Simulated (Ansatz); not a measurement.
# Hydrogen iodide (HI): vertical ionisation energy

Aim: the vertical ionisation energy of hydrogen iodide (HI), as cation minus neutral at the neutral's geometry, on several levels, and how well −ε(HOMO) stands in for it.

Method: unrestricted cation, the program's frozen cores in correlated methods; program: Ansatz 0.2.0, Gaussian basis.

Plan: UKS PBE-D4/def2-TZVPP; UKS r2SCAN-D4/def2-TZVPP; UKS PBE0-D4/def2-TZVPP; UKS B3LYP-D4/def2-TZVPP; UKS wB97X-V/def2-TZVPP; UKS wB97M-V/def2-TZVPP; UKS B2PLYP/def2-TZVPP; UHF-CCSD(T)/def2-TZVPP; UHF-CCSD(T)/def2-QZVPP; extrapolation to the limit; then −ε(HOMO) from the neutral's earlier runs with LDA (SPW92), PBE-D4, revPBE-D4, BLYP-D4, r2SCAN-D4, B97M-V, PBE0-D4, B3LYP-D4, r2SCANh-D4, r2SCAN0-D4, HSE06-D4, BHLYP-D4, CAM-B3LYP-D4, LC-ωPBE, ωB97X-V, ωB97M-V.

## 1. The geometry

All runs share one geometry, relaxed beforehand with PBE0-D4 in a triple-zeta def2 set. I takes the def2 core potential; no spin-orbit term is included.

SMILES `I`, 2 atoms, charge 0, spin multiplicity 1.

Atoms are counted from 1 here; the program's logs count them from 0.

Bond lengths: I1–H2 1.610 Å.

## 2. Cation, UKS PBE-D4/def2-TZVPP

File in.yaml:

```yaml
crystal:
  periodic: [false, false, false]
  atoms:
    - {symbol: I, position_ang: [-0.683884, 0.245795, -0.346161]}
    - {symbol: H, position_ang: [0.683884, -0.245795, 0.346161]}
basis:
  gaussian: {orbitals: def2-TZVPP}
total_charge: 1
magnetization: {spin_polarized: true, initial_magnetization: 1}
hamiltonian: {xc: pbe, dispersion: d4}
```

Launch:

```console
ansatz run in.yaml --threads 2 --pin off --events-out ev --progress --plain --max-ram 32768MiB --backend cpu
```

The runs that follow: Cation, UKS r2SCAN-D4/def2-TZVPP; Cation, UKS PBE0-D4/def2-TZVPP; Cation, UKS B3LYP-D4/def2-TZVPP; Cation, UKS wB97X-V/def2-TZVPP; Cation, UKS wB97M-V/def2-TZVPP; Cation, UKS B2PLYP (frozen core)/def2-TZVPP; Cation, UHF-CCSD(T)/def2-TZVPP; Cation, UHF-CCSD(T)/def2-QZVPP.

Before running them: what should the planned runs give, taken together? Wanted: ionisation energy, CCSD(T)/CBS; nearest functional by difference; nearest −ε(HOMO); −ε(HOMO) of PBE; T1 of the cation.

As calculated:

```
                        quantity                value
  ionisation energy, CCSD(T)/CBS             10.72 eV
nearest functional by difference  B3LYP-D4 (-0.10 eV)
                nearest −ε(HOMO)   LC-ωPBE (-0.12 eV)
                 −ε(HOMO) of PBE              6.77 eV
                T1 of the cation                0.008
```

What this shows: By cation minus neutral, the functionals miss by 0.21 eV at most. −ε(HOMO) of PBE misses by 4.0 eV, since self-interaction lifts the level. Among orbital estimates LC-ωPBE comes nearest. Hartree-Fock falls 1.12 eV short, as the neutral has more correlation energy than the cation. The cation may have settled in a state other than its lowest; no search over hole states beyond the program's own was made. Correlated methods include outer-core shells of I, which these sets cover unevenly. With outer-core shells in play the reference is unsure by up to some tenths of an eV, so close misses can't be ranked.
